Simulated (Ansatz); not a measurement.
# NaMg14AlO16: the cost of one run

Method: DFT, PBE, plane-wave PAW, default files, scalar-relativistic, as far as a step names no other, in Ansatz 0.2.0.

## 1. The starting structure

The structure is orthorhombic, space group Pmmm (No. 47). Conventional cell: a = 4.273 Å, b = 8.496 Å, c = 8.524 Å, α = 90.00°, β = 90.00°, γ = 90.00°. Around Na (site symmetry mmm) lie 6 O at 2.14 to 2.38 Å. Around Mg (site symmetry mmm) lie 6 O at 2.07 to 2.25 Å. Mg (site symmetry mmm) has 6 O at 2.02 to 2.18 Å as nearest neighbours. Mg (site symmetry m2m) has 6 O at 2.08 to 2.17 Å as nearest neighbours. Mg (site symmetry m2m) has 6 O at 2.10 to 2.15 Å as nearest neighbours. Mg (site symmetry mm2) has 6 O at 2.11 to 2.14 Å as nearest neighbours. Mg (site symmetry mm2) has 6 O at 2.11 to 2.15 Å as nearest neighbours. Mg (site symmetry m) has 6 O at 2.09 to 2.16 Å as nearest neighbours. Only part of the 18 independent sites is listed.

As a file:

```
Na Mg Al O
1.0
     4.27307    0.00000    0.00000
     0.00000    8.49639    0.00000
     0.00000    0.00000    8.52406
Na Mg Al O
1 14 1 16
Direct
  0.00000 0.50000 0.00000
  0.00000 0.00000 0.50000
  0.00000 0.50000 0.50000
  0.50000 0.74459 0.00000
  0.50000 0.25541 0.00000
  0.50000 0.74739 0.50000
  0.50000 0.25261 0.50000
  0.50000 0.00000 0.74991
  0.50000 0.50000 0.75270
  0.50000 0.00000 0.25009
  0.50000 0.50000 0.24730
  0.00000 0.74568 0.75005
  0.00000 0.25432 0.75005
  0.00000 0.74568 0.24995
  0.00000 0.25432 0.24995
  0.00000 0.00000 0.00000
  0.00000 0.00000 0.76415
  0.00000 0.50000 0.73735
  0.00000 0.00000 0.23585
  0.00000 0.50000 0.26266
  0.50000 0.75142 0.75057
  0.50000 0.24858 0.75057
  0.50000 0.75142 0.24943
  0.50000 0.24858 0.24943
  0.50000 0.00000 0.00000
  0.50000 0.50000 0.00000
  0.50000 0.00000 0.50000
  0.50000 0.50000 0.50000
  0.00000 0.78054 0.00000
  0.00000 0.21946 0.00000
  0.00000 0.75623 0.50000
  0.00000 0.24377 0.50000
```

## 2. First run, atoms as given

input.yaml reads:

```yaml
crystal:
  lattice:
    - [4.273074, 0.0, 0.0]
    - [0.0, 8.496394, 0.0]
    - [0.0, 0.0, 8.52406]
  atoms:
    - { symbol: Na, position: [0.0, 0.5, 0.0] }
    - { symbol: Mg, position: [0.0, 0.0, 0.5] }
    - { symbol: Mg, position: [0.0, 0.5, 0.5] }
    - { symbol: Mg, position: [0.5, 0.744587, 0.0] }
    - { symbol: Mg, position: [0.5, 0.255413, 0.0] }
    - { symbol: Mg, position: [0.5, 0.747392, 0.5] }
    - { symbol: Mg, position: [0.5, 0.252608, 0.5] }
    - { symbol: Mg, position: [0.5, 0.0, 0.749913] }
    - { symbol: Mg, position: [0.5, 0.5, 0.752696] }
    - { symbol: Mg, position: [0.5, 0.0, 0.250087] }
    - { symbol: Mg, position: [0.5, 0.5, 0.247304] }
    - { symbol: Mg, position: [0.0, 0.745684, 0.750046] }
    - { symbol: Mg, position: [0.0, 0.254316, 0.750046] }
    - { symbol: Mg, position: [0.0, 0.745684, 0.249954] }
    - { symbol: Mg, position: [0.0, 0.254316, 0.249954] }
    - { symbol: Al, position: [0.0, 0.0, 0.0] }
    - { symbol: O, position: [0.0, 0.0, 0.76415] }
    - { symbol: O, position: [0.0, 0.5, 0.737345] }
    - { symbol: O, position: [0.0, 0.0, 0.23585] }
    - { symbol: O, position: [0.0, 0.5, 0.262655] }
    - { symbol: O, position: [0.5, 0.751421, 0.750568] }
    - { symbol: O, position: [0.5, 0.248579, 0.750568] }
    - { symbol: O, position: [0.5, 0.751421, 0.249432] }
    - { symbol: O, position: [0.5, 0.248579, 0.249432] }
    - { symbol: O, position: [0.5, 0.0, 0.0] }
    - { symbol: O, position: [0.5, 0.5, 0.0] }
    - { symbol: O, position: [0.5, 0.0, 0.5] }
    - { symbol: O, position: [0.5, 0.5, 0.5] }
    - { symbol: O, position: [0.0, 0.780543, 0.0] }
    - { symbol: O, position: [0.0, 0.219457, 0.0] }
    - { symbol: O, position: [0.0, 0.75623, 0.5] }
    - { symbol: O, position: [0.0, 0.24377, 0.5] }
kpoints:
  mp_grid: { grid: [5, 3, 3] }
scf:
  occupations: { method: fermi_dirac, width: 0.02 }
hamiltonian:
  xc: pbe
  pseudopotentials: { kind: paw }
output:
  forces: true
  stress: true
  populations: true
  efg:
    quadrupole_moments_barn: { Na: 0.104, Mg: 0.1994, Al: 0.1466, O: -0.02558 }
    contact_densities: true
  write_density: true
  write_potential: true
  elf: true
  volumetric_format: npy
```

Command:

```console
ansatz run input.yaml --threads 1 --pin off --max-ram 2560MiB --backend cpu --events-out ev --progress --plain --runs-dir out
```

Q: Estimate wall time and peak memory on 1 thread of Arm Neoverse V1, shared host.

About 75 s, with a peak of 0.84 GiB.
